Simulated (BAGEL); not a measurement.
**AlNH3OF (SMILES [NH2][Al]([OH])[F]): RI-MP2/cc-pVDZ (density fitting with qzvpp-jkfit)**

What is the energy change on altering one bond length of AlNH3OF at RI-MP2/cc-pVDZ (density fitting with qzvpp-jkfit)? 

The results are computed with BAGEL 1.2.2.

### 1 The molecule

The species is AlNH3OF (7 atoms), meant as a singlet with charge 0. SMILES: `[NH2][Al]([OH])[F]`. Geometry: relaxed at PBE0-D4/def2-TZVP. This is one conformer, not always the lowest.

Bond lengths: N1–Al2 1.755 Å, Al2–O3 1.685 Å, Al2–F4 1.644 Å, N1–H5 1.006 Å, N1–H6 1.006 Å, O3–H7 0.954 Å. Angles: N1–Al2–O3 124.9°, N1–Al2–F4 118.1°, O3–Al2–F4 117.0°, Al2–N1–H5 123.7°, Al2–N1–H6 125.7°, Al2–O3–H7 124.9°, H5–N1–H6 110.6°.

### 2 A single-point energy at RI-MP2/cc-pVDZ (density fitting with qzvpp-jkfit)

job.json reads:

```json
{ "bagel" : [

{
  "title" : "molecule",
  "basis" : "cc-pvdz.json",
  "df_basis" : "qzvpp-jkfit",
  "angstrom" : true,
  "geometry" : [
    { "atom" : "N", "xyz" : [      -0.569800,       0.926800,      -0.530800 ] },
    { "atom" : "Al", "xyz" : [      -0.133300,      -0.630000,       0.151800 ] },
    { "atom" : "O", "xyz" : [       1.368400,      -1.004200,       0.819000 ] },
    { "atom" : "F", "xyz" : [      -1.265600,      -1.822100,       0.146500 ] },
    { "atom" : "H", "xyz" : [      -1.473200,       1.130200,      -0.925100 ] },
    { "atom" : "H", "xyz" : [       0.029600,       1.732300,      -0.586700 ] },
    { "atom" : "H", "xyz" : [       2.105200,      -0.401000,       0.879500 ] }
  ]
},

{
  "title" : "hf"
},

{
  "title" : "mp2",
  "ncore" : 8
}

]}
```

The basis set cc-pVDZ is read from a file made from the Basis Set Exchange's data (not shown).

Command:

```sh
$ BAGEL_NUM_THREADS=1 BAGEL job.json > job.out
```

The log of the run:

```text
* using 1 threads per process

  ===============================================================
  ===============================================================

  *** Geometry ***

  { "atom" : "N", "xyz" : [     -1.076766,      1.751398,     -1.003067 ] },
  { "atom" : "Al", "xyz" : [     -0.251900,     -1.190527,      0.286860 ] },
  { "atom" : "O", "xyz" : [      2.585901,     -1.897663,      1.547686 ] },
  { "atom" : "F", "xyz" : [     -2.391637,     -3.443270,      0.276845 ] },
  { "atom" : "H", "xyz" : [     -2.783945,      2.135768,     -1.748186 ] },
  { "atom" : "H", "xyz" : [      0.055936,      3.273573,     -1.108702 ] },
  { "atom" : "H", "xyz" : [      3.978251,     -0.757780,      1.662014 ] },

  Number of auxiliary basis functions:      413

  Since a DF basis is specified, we compute 2- and 3-index integrals:
    o Being stored without compression. Storage requirement is 0.019 GB

  Number of basis functions:       75
  Number of electrons      :       40

    * METHOD: MOLECULE                             0.14

  *** RHF ***

  === Nuclear Repulsion ===
   160.6811355215

      * DIIS with orbital gradients will be used.

  === RHF iteration (cc-pvdz.json) ===
      0       -472.18256211          0.02523695           0.04
      1       -472.44120112          0.01672389           0.04
      2       -472.58874506          0.00131474           0.04
      3       -472.58967033          0.00053017           0.04
      4       -472.58982349          0.00012633           0.04
      5       -472.58983456          0.00002427           0.04
      6       -472.58983536          0.00000877           0.04
      7       -472.58983543          0.00000359           0.04
      8       -472.58983544          0.00000117           0.04
      9       -472.58983545          0.00000035           0.04
     10       -472.58983545          0.00000017           0.04
     11       -472.58983545          0.00000005           0.04
     12       -472.58983545          0.00000002           0.04
     13       -472.58983545          0.00000001           0.04
    * SCF iteration converged.

    * Permanent dipole moment:
           (   -0.503549,    -1.388664,     0.288508) a.u.

    * METHOD: HF                                   0.66

  *** RHF ***

  === Nuclear Repulsion ===
   160.6811355215

      * DIIS with orbital gradients will be used.

  === RHF iteration (cc-pvdz.json) ===
      0       -472.58983545          0.00000000           0.04
    * SCF iteration converged.

    * Permanent dipole moment:
           (   -0.503549,    -1.388664,     0.288508) a.u.

  === DF-MP2 calculation ===

    * freezing 8 orbitals
    * 3-index integral transformation done
    * assembly done

      MP2 correlation energy:   -0.6088088451      0.02

      MP2 total energy:       -473.1986442903

    * METHOD: MP2                                  0.11

  ===============================================================
```

Wall time 1.1 s (1 thread of Arm Neoverse V2, shared host); peak memory 0.092 GiB.

### 3 The distorted shape

calc.json reads:

```json
{ "bagel": [

{
  "title": "molecule",
  "basis": "cc-pvdz.json",
  "df_basis": "qzvpp-jkfit",
  "angstrom": true,
  "geometry": [
    { "atom": "N", "xyz": [      -0.230108,       1.284432,      -0.529210 ] },
    { "atom": "Al", "xyz": [       0.206392,      -0.272368,       0.153390 ] },
    { "atom": "O", "xyz": [       1.708092,      -0.646568,       0.820590 ] },
    { "atom": "F", "xyz": [      -1.265600,      -1.822100,       0.146500 ] },
    { "atom": "H", "xyz": [      -1.133508,       1.487832,      -0.923510 ] },
    { "atom": "H", "xyz": [       0.369292,       2.089932,      -0.585110 ] },
    { "atom": "H", "xyz": [       2.444892,      -0.043368,       0.881090 ] }
  ]
},

{
  "title": "hf"
},

{
  "title": "mp2",
  "ncore": 8
}

]}
```

The basis set cc-pVDZ is read from a file made from the Basis Set Exchange's data (not shown).

Command:

```sh
$ BAGEL_NUM_THREADS=1 BAGEL calc.json > calc.out
```

The log of the run:

```text
* using 1 threads per process

  ===============================================================
  ===============================================================

  *** Geometry ***

  { "atom" : "N", "xyz" : [     -0.434841,      2.427225,     -1.000062 ] },
  { "atom" : "Al", "xyz" : [      0.390024,     -0.514701,      0.289865 ] },
  { "atom" : "O", "xyz" : [      3.227826,     -1.221836,      1.550690 ] },
  { "atom" : "F", "xyz" : [     -2.391637,     -3.443270,      0.276845 ] },
  { "atom" : "H", "xyz" : [     -2.142020,      2.811595,     -1.745181 ] },
  { "atom" : "H", "xyz" : [      0.697861,      3.949399,     -1.105698 ] },
  { "atom" : "H", "xyz" : [      4.620176,     -0.081954,      1.665019 ] },

  Number of auxiliary basis functions:      413

  Since a DF basis is specified, we compute 2- and 3-index integrals:
    o Being stored without compression. Storage requirement is 0.019 GB

  Number of basis functions:       75
  Number of electrons      :       40

    * METHOD: MOLECULE                             0.14

  *** RHF ***

  === Nuclear Repulsion ===
   148.3534621669

      * DIIS with orbital gradients will be used.

  === RHF iteration (cc-pvdz.json) ===
      0       -472.08794072          0.02550141           0.04
      1       -472.34430279          0.01790250           0.04
      2       -472.52514482          0.00158470           0.04
      3       -472.52648449          0.00076906           0.04
      4       -472.52690180          0.00015559           0.04
      5       -472.52693042          0.00005018           0.04
      6       -472.52693421          0.00002191           0.04
      7       -472.52693479          0.00000964           0.04
      8       -472.52693489          0.00000287           0.04
      9       -472.52693489          0.00000122           0.04
     10       -472.52693490          0.00000049           0.04
     11       -472.52693490          0.00000023           0.04
     12       -472.52693490          0.00000009           0.04
     13       -472.52693490          0.00000004           0.04
     14       -472.52693490          0.00000002           0.04
     15       -472.52693490          0.00000001           0.04
    * SCF iteration converged.

    * Permanent dipole moment:
           (   -1.036316,    -2.001027,     0.303383) a.u.

    * METHOD: HF                                   0.79

  *** RHF ***

  === Nuclear Repulsion ===
   148.3534621669

      * DIIS with orbital gradients will be used.

  === RHF iteration (cc-pvdz.json) ===
      0       -472.52693490          0.00000000           0.04
    * SCF iteration converged.

    * Permanent dipole moment:
           (   -1.036317,    -2.001027,     0.303383) a.u.

  === DF-MP2 calculation ===

    * freezing 8 orbitals
    * 3-index integral transformation done
    * assembly done

      MP2 correlation energy:   -0.6174551146      0.03

      MP2 total energy:       -473.1443900102

    * METHOD: MP2                                  0.12

  ===============================================================
```

Run time: 1.2 s. Hardware: 1 thread of Arm Neoverse V2, shared host; peak memory 0.091 GiB.

### 4 Outcome

At RI-MP2/cc-pVDZ (density fitting with qzvpp-jkfit), 8 core orbitals frozen:

| quantity | value |
| --- | --- |
| first shape: total energy | -473.19864 Eh |
| first shape: correlation energy (8 core orbitals frozen) | -608.8 mEh |
| distorted shape: total energy | -473.14439 Eh |
| distorted shape: correlation energy (8 core orbitals frozen) | -617.5 mEh |
| energy change with the Al2–F4 bond stretched from 1.644 to 2.137 Å | 1.476 eV |

What this shows: With the Al2–F4 bond stretched from 1.644 to 2.137 Å the energy rises by 1.48 eV (34 kcal/mol). The first shape isn't relaxed at this level, so the change isn't measured from a minimum.
